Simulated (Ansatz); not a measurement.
# singlet GeSiH4F− at 4 levels

We compute a comparison of 4 runs (B3LYP/6-31G*, PBE/def2-SVPD, SVWN5/def2-SVPD, CCSD/def2-SVPD) of singlet GeSiH4F−. 

The results are computed with Ansatz 0.2.0.

33 further runs of the same task are left out: 33 set aside as unsound or not needed. Runs told in other sessions of the task aren't counted.

### Step 1. The system as given

The species is GeSiH4F− (7 atoms), meant as a singlet with charge -1. SMILES of the parent species: `F[SiH][GeH3]`. Geometry: relaxed at PBE0-D4/def2-TZVP. That shape belongs to the parent species and isn't relaxed for this state.

Bond lengths: F1–Si2 1.610 Å, Si2–Ge3 2.386 Å, Si2–H4 1.494 Å, Ge3–H5 1.538 Å, Ge3–H6 1.535 Å, Ge3–H7 1.540 Å. Angles: F1–Si2–Ge3 110.1°, F1–Si2–H4 106.6°, Ge3–Si2–H4 113.1°, Si2–Ge3–H5 107.6°, Si2–Ge3–H6 109.9°, Si2–Ge3–H7 112.2°, H5–Ge3–H6 109.0°, H5–Ge3–H7 109.1°, H6–Ge3–H7 109.0°.

### Step 2. The energy at B3LYP/6-31G(d) (spherical functions) (run 1)

run.yaml reads:

```yaml
basis:
  gaussian:
    orbitals: 6-31G_st_-spherical.json
crystal:
  periodic: [false, false, false]
  atoms:
    - {symbol: F, position_ang: [-0.828200, -1.797600, 1.409500]}
    - {symbol: Si, position_ang: [-0.880400, -1.140500, -0.059400]}
    - {symbol: Ge, position_ang: [0.333800, 0.913400, -0.081600]}
    - {symbol: H, position_ang: [-0.325400, -2.158700, -1.001700]}
    - {symbol: H, position_ang: [0.289700, 1.465200, -1.516000]}
    - {symbol: H, position_ang: [-0.331000, 1.924700, 0.863100]}
    - {symbol: H, position_ang: [1.802700, 0.725500, 0.340400]}
total_charge: -1
hamiltonian:
  xc: {name: B3LYP}
accuracy: high
output: {orbitals: {seedname: orbitals}}
```

The basis set 6-31G* is read from a file made from the Basis Set Exchange's data (not shown).

Command:

```bash
$ ansatz run run.yaml --threads 1 --pin off --max-ram 3480MiB --events-out events.jsonl --progress --plain --runs-dir runs
```

The program printed:

```text
Warning: RAYON_NUM_THREADS=1 ignored (pool sized by the plan → 1); use --threads N
Functional definition: B3LYP
  name "B3LYP"
  parameter a0 = 0.2
  parameter ax = 0.72
  parameter ac = 0.81
  exchange = (1 - a0 - ax)*slater_x + ax*b88_x + a0*exact_x
  correlation = (1 - ac)*vwn_rpa_c + ac*lyp_c
1514 factors; integrals over basis functions are off by at most 6.3e-9 eV
mean field evaluation 1: about -67170.7077 eV, gradient 2.5e1 eV
mean field evaluation 2: about -67170.3535 eV, gradient 3.3e1 eV
mean field evaluation 4: about -67171.8680 eV, gradient 1.2e0 eV
mean field evaluation 8: about -67171.9741 eV, gradient 6.2e-2 eV
mean field evaluation 16: about -67171.9742 eV, gradient 8.5e-6 eV
mean field -67171.97415784 eV, -2468.5245195011 hartree, gradient 4.6e-8 eV, S^2 0.000000; 0 other end points of the search recorded, 0 dependent functions left out
reference -67171.97419970 eV, -2468.5245210397 hartree; 30, 30 occupied and 42, 42 virtual orbitals, 1514 factors
Total energy: -67171.97419970 eV, -2468.5245210397 hartree
```

It took 11 s on 1 thread of Arm Neoverse N1, shared host; peak memory 0.23 GiB.

### Step 3. The energy at PBE/def2-SVPD (run 2)

job.yaml reads:

```yaml
crystal:
  periodic: [false, false, false]
  atoms:
    - symbol: F
      position_ang: [-0.828200, -1.797600, 1.409500]
    - symbol: Si
      position_ang: [-0.880400, -1.140500, -0.059400]
    - symbol: Ge
      position_ang: [0.333800, 0.913400, -0.081600]
    - symbol: H
      position_ang: [-0.325400, -2.158700, -1.001700]
    - symbol: H
      position_ang: [0.289700, 1.465200, -1.516000]
    - symbol: H
      position_ang: [-0.331000, 1.924700, 0.863100]
    - symbol: H
      position_ang: [1.802700, 0.725500, 0.340400]
basis:
  gaussian: {orbitals: def2-SVPD}
total_charge: -1
hamiltonian: {xc: {name: PBE}}
output: {orbitals: {seedname: orbitals}}
accuracy: high
```

Command:

```bash
$ ansatz run job.yaml --threads 1 --pin off --max-ram 3480MiB --events-out events.jsonl --progress --plain --runs-dir runs
```

The program printed:

```text
Warning: RAYON_NUM_THREADS=1 ignored (pool sized by the plan → 1); use --threads N
Functional definition: PBE
  name "PBE"
  parameter kappa = 0.804
  parameter beta = 0.06672455060314922
  exchange = pbe_x(kappa = kappa, mu = beta*pi^2/3)
  correlation = pbe_c(beta = beta)
2291 factors; integrals over basis functions are off by at most 4.5e-9 eV
mean field evaluation 1: about -67149.1570 eV, gradient 3.9e1 eV
mean field evaluation 2: about -67144.8648 eV, gradient 6.4e1 eV
mean field evaluation 4: about -67151.9724 eV, gradient 3.6e0 eV
mean field evaluation 8: about -67151.9880 eV, gradient 4.8e-2 eV
mean field evaluation 16: about -67151.9880 eV, gradient 7.3e-6 eV
mean field -67151.98796798 eV, -2467.7900405712 hartree, gradient 2.4e-8 eV, S^2 0.000000; 0 other end points of the search recorded, 0 dependent functions left out
reference -67151.98797233 eV, -2467.7900407309 hartree; 30, 30 occupied and 87, 87 virtual orbitals, 2291 factors
Total energy: -67151.98797233 eV, -2467.7900407309 hartree
```

It took 18 s on 1 thread of Arm Neoverse N1, shared host; peak memory 0.33 GiB.

Run 3 isn't shown in full; the table further down has it.

### Step 4. The energy at CCSD/def2-SVPD (run 4)

input.yaml reads:

```yaml
crystal:
  periodic: [false, false, false]
  atoms:
    - {symbol: F, position_ang: [-0.828200, -1.797600, 1.409500]}
    - {symbol: Si, position_ang: [-0.880400, -1.140500, -0.059400]}
    - {symbol: Ge, position_ang: [0.333800, 0.913400, -0.081600]}
    - {symbol: H, position_ang: [-0.325400, -2.158700, -1.001700]}
    - {symbol: H, position_ang: [0.289700, 1.465200, -1.516000]}
    - {symbol: H, position_ang: [-0.331000, 1.924700, 0.863100]}
    - {symbol: H, position_ang: [1.802700, 0.725500, 0.340400]}
basis:
  gaussian:
    orbitals: def2-SVPD
total_charge: -1
magnetization:
  spin_polarized: false
correlation:
  method: ccsd
  frozen_orbitals: {F: 1, Ge: 9, H: 0, Si: 5}
accuracy: high
scf:
  omitted_lower_state_checks: [cluster_reference, increment]
```

Command:

```bash
$ ansatz run input.yaml --threads 1 --pin off --max-ram 3480MiB --events-out events.jsonl --progress --plain --runs-dir runs
```

The program printed:

```text
Warning: RAYON_NUM_THREADS=1 ignored (pool sized by the plan → 1); use --threads N
[... 12 lines left out ...]
15 core orbitals not correlated: weight in the atoms' cores, before any rotation towards them, 1.000 or more for the frozen orbitals, at most 0.000 for the correlated occupied ones
[... 27 lines left out ...]
Total energy: -67109.58069301 eV, -2466.2316019606 hartree
Checks for a lower state left out: cluster_reference, increment
```

Run time: 77 s. Hardware: 1 thread of Arm Neoverse N1, shared host; peak memory 0.97 GiB.

### Step 5. All runs side by side

```csv
run,level,frozen core orbitals,energy (Eh),HOMO energy (eV),LUMO energy (eV),HOMO–LUMO gap (eV),wall time
1,B3LYP/6-31G* (spherical functions),–,-2468.524521,1.46,5.23,3.77,11 s
2,PBE/def2-SVPD,–,-2467.790041,1.56,3.40,1.84,18 s
3,SVWN5/def2-SVPD,–,-2463.391659,1.44,3.27,1.83,11 s
4,CCSD/def2-SVPD,15,-2466.231602,–,–,–,77 s
```

### Step 6. Results

```
                                           quantity           value
                                run 4: total energy  -2466.23160 Eh
run 4: correlation energy (15 core orbitals frozen)      -581.3 mEh
                               run 4: T1 diagnostic           0.014
```

Over runs 1, 2, 3 the HOMO–LUMO gap runs from 1.83 eV (SVWN5/def2-SVPD) to 3.77 eV (B3LYP/6-31G*). The two ends differ in method and basis. The empty levels of an anion lie above zero and hang on the basis. Totals of different functionals can't be ranked against each other. In runs 1, 2, 3 the HOMO lies above zero, from self-interaction, a short basis or an electron that isn't bound. All runs together took 1.9 min, the longest 77 s.
